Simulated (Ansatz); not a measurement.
Au: projected density of states with PBE

Sheet: Au, a sheet with vacuum.

```
Au
1.0
     2.66227    0.00000    0.00000
     0.00000    2.66170    0.00000
     0.00000    0.00000   23.80000
Au
1
Direct
  0.00000 0.50000 0.29412
```

The cell was built by a generator and needn't be a form met in nature.

| Quantity | Value |
| --- | --- |
| Program | Ansatz 0.2.0 |
| Task | projected density of states |
| Functional | PBE |
| Potentials or basis | all-electron LAPW, scalar-relativistic |
| Cutoff | 278 eV (chosen from the basis error) |
| Basis error allowed | 0.002 eV/atom |
| k mesh | 10 × 10 × 1 |
| Occupations | fermi-dirac, width 0.05 eV |
| Spin | no spin polarisation |

```
Band gap along the path : none (metal or under the smearing width)
Work function           : 5.73 eV
```

Levels at the corners of the path, in eV from the Fermi level:
```
point  band 19  band 20  band 21  band 22  band 23  band 24  band 25  band 26
    Γ    -2.65    -1.32    -1.32    -0.66     1.86     5.47     5.88     5.94
    X    -2.30    -1.84    -1.08     1.77     3.95     6.80     9.80    10.44
    M    -3.25    -1.45     0.64     6.69     6.69     9.38    12.01    12.63
    Γ    -2.65    -1.32    -1.32    -0.66     1.86     5.47     5.88     5.94
    Z    -2.65    -1.32    -1.32    -0.66     1.86     5.49     5.73     6.25
    R    -2.30    -1.84    -1.08     1.77     3.95     6.80     9.80    10.45
    A    -3.25    -1.45     0.64     6.69     6.69     9.38    12.01    12.63
    Z    -2.65    -1.32    -1.32    -0.66     1.86     5.49     5.73     6.25
```

States per cell in windows of 1 eV (zero at the Fermi level; states under -8 eV left out):
```
from (eV)  total  Au1 5d  Au1 6s  Au1 5p  Au1 5s  Au1 4s  Au1 1s
     -8.0   0.00    0.00    0.00    0.00    0.00    0.00    0.00
     -7.0   0.08    0.03    0.05    0.00    0.00    0.00    0.00
     -6.0   0.70    0.49    0.20    0.00    0.00    0.00    0.00
     -5.0   1.38    1.18    0.19    0.00    0.00    0.00    0.00
     -4.0   2.25    2.19    0.05    0.00    0.00    0.00    0.00
     -3.0   2.81    2.56    0.23    0.00    0.00    0.00    0.00
     -2.0   3.21    2.94    0.25    0.00    0.00    0.00    0.00
     -1.0   0.55    0.36    0.16    0.00    0.00    0.00    0.00
      0.0   0.30    0.08    0.15    0.00    0.00    0.00    0.00
      1.0   0.26    0.02    0.11    0.00    0.00    0.00    0.00
      2.0   0.34    0.01    0.08    0.00    0.00    0.00    0.00
      3.0   0.35    0.01    0.07    0.00    0.00    0.00    0.00
      4.0   0.50    0.03    0.15    0.00    0.00    0.00    0.00
      5.0   0.73    0.02    0.10    0.00    0.00    0.00    0.00
```

It took 32 s on 2 threads of AMD EPYC 7R13 Processor (Zen 3), with other jobs on the host, peak memory 0.62 GiB.

Caveat: spin-orbit coupling is left out, which moves the levels of the heavy elements.
